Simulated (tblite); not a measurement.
# CH7AlNO3Si: the cost of one run

Programs: tblite 0.8.0 and PySCF 2.14.0. All values are calculated, for the isolated system unless a continuum is named. Atoms count from 0, parts from 1.

## 1. Starting point

14 atoms, charge 0, multiplicity 2; geometry: distance geometry start.

## 2. Relaxing the cluster with GFN2-xTB

Job settings and geometry (Å):

```
{"job": {"kind": "relax", "xc": "GFN2-xTB", "basis": "xTB"}, "charge": 0, "multiplicity": 2}
Si     0.329898    -0.857083     1.430847
C     -1.441801    -0.449284     1.579441
O      1.487209     0.435629     1.858342
Al     1.350290     2.197772     1.282786
O     -0.362741     2.884348     1.078503
O      2.587861     2.704252    -0.053298
N      0.796823    -1.899705     0.009325
H     -1.578121     0.196365     2.410240
H     -1.995098    -1.307776     1.704969
H     -1.754385     0.067973     0.722674
H     -1.163791     2.346429     0.925580
H      2.790225     2.240243    -0.835119
H      1.289101    -1.442160    -0.759011
H      0.114249    -2.606759    -0.255972
```

Level: GFN2-xTB geometry optimisation, gas phase.

Run with:

```
$ OMP_NUM_THREADS=1 python cluster_run.py task.json out
```

One launch serves the whole session: the jobs run in the order shown.

Q: Estimate the wall time of this first job on 1 thread of Arm Neoverse V1, shared host.

About 3.2 s.
